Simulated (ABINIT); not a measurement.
A run of ABINIT 10.8.3 (patched build):

File run.abi:

```
# Datasets: ground state, then fixed potential
ndtset 2

# Pseudopotentials
pp_dirpath "./"
pseudos "H.GGA_PBE-JTH.xml, Pb.GGA_PBE-JTH.xml, N.GGA_PBE-JTH.xml, O.GGA_PBE-JTH.xml"

# Structure
acell 3.857243867 4.3378635907 5.9843746639 Angstrom
rprim
     0.9999549245     0.0004614694    -0.0094834554
     0.0400035631     0.9991923235    -0.0037967999
     0.1266682055     0.1401533238     0.9819939977
ntypat 4
znucl 1 82 7 8
natom 7
typat 1 2 3 4 4 4 4
xred
     0.6151100000     0.8955900000     0.1984400000
     0.6459700000     0.4465100000     0.9168500000
     0.7147400000     0.2381000000     0.5005800000
     0.1695800000     0.4700700000     0.7776800000
     0.6291900000     0.9704500000     0.4984500000
     0.5642400000     0.9258300000     0.0384900000
     0.7802200000     0.4225000000     0.3195100000
chkprim 0
chksymtnons 0
tolsym 1.0e-6

# Plane-wave basis
ecut 30.0
pawecutdg 52.0
pawovlp -1

# Exchange and correlation
ixc 7

# Bands and occupations
occopt 3
tsmear 0.05 eV

# SCF cycle
nstep 100

# Output
iomode 3
prtwf 0
prteig 0
prtebands 0
enunit 1
prtden1 1

# Dataset 1
kptopt1 1
ngkpt1 5 4 4
nshiftk1 1
shiftk1 0.0 0.0 0.0
nband1 27
tolvrs1 1.0e-9

# Dataset 2: bands along X-G-Y
iscf2 -2
getden2 1
nband2 33
nbdbuf2 4
tolwfr2 1.0e-11
kptopt2 -2
ndivsm2 8
prteig2 1
prtvol2 -3
kptbounds2
     0.5000000000     0.0000000000     0.0000000000
     0.0000000000     0.0000000000     0.0000000000
     0.0000000000     0.5000000000     0.0000000000
```

Potentials or basis: JTH PAW PBE v2.0.

Command:

```sh
$ mpirun --bind-to none -np 4 abinit run.abi > log 2>&1
```

Hardware: 4 MPI ranks on Intel(R) Xeon(R) Platinum 8488C (Sapphire Rapids), on a shared host.

Q: Estimate the wall time of this run.

A: Wall time 2.1 min on 4 MPI ranks on Intel(R) Xeon(R) Platinum 8488C (Sapphire Rapids), on a shared host, peak memory 0.6 GiB a rank. Counts: scf iterations 23, mpi ranks 4, k points 42, bands 27, plane waves 5233.
